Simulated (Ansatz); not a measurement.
# TaN, space group P-6m2: a phonon calculation by linear response

Computed with Ansatz 0.2.0, Python API.

The cells in order, each with its output:

```python
from pathlib import Path

import ansatz as az
import numpy as np

crystal = (
    az.Lattice.of([2.938, 0.0, 0.0], [-1.469, 2.54438, 0.0], [0.0, 0.0, 2.883])
    .atom("Ta", [1 / 3, 2 / 3, 0.5])
    .atom("N", [0.0, 0.0, 0.0])
)
```

```python
crystal.resolved().tree()["lattice"]
```

    ((2.938, 0.0, 0.0), (-1.469, 2.54438, 0.0), (0.0, 0.0, 2.883))

```python
calc = (
    crystal.calculation()
    .functional("PBEsol")
    .basis(550)
    .occupations(az.OccupationsMethod.FERMI_DIRAC, width=0.05)
    .kpoints(12, 12, 10)
    .phonons("dfpt")
)
outcome = calc.run(threads=1, runs_dir="runs")
ph = outcome.phonons
```

```python
print("Gamma modes (1/cm):", " ".join(f"{w:.1f}" for w in ph.gamma_omega_inv_cm))
print("in meV:", " ".join(f"{w * 0.1239842:.2f}" for w in ph.gamma_omega_inv_cm))
```

    Gamma modes (1/cm): 0.0 0.0 0.0 520.8 520.8 538.5
    in meV: 0.00 0.00 0.00 64.57 64.57 66.76

What to keep in mind:
- Spin is left out of this run.
- The cell isn't relaxed first, so the values belong to this volume.
- For a metal this k-point mesh is coarse: on a finer one energies can move by several to tens of meV an atom and pressures by half a GPa or more, differences at one mesh by less.
- Spin-orbit coupling, which matters for elements this heavy, is left out.
- The structure is a deposited one; some such entries were measured under pressure or heat, so a shift against it needn't be the functional's error alone.
- The structure is taken as given; imaginary modes can come from an unrelaxed or unstable start. Phonons of metals also depend on mesh and smearing.
- Wall time of the script: 52 s on 1 thread of Intel(R) Xeon(R) Platinum 8259CL CPU @ 2.50GHz (Skylake/Cascade Lake) (shared host), peak memory 0.69 GiB.
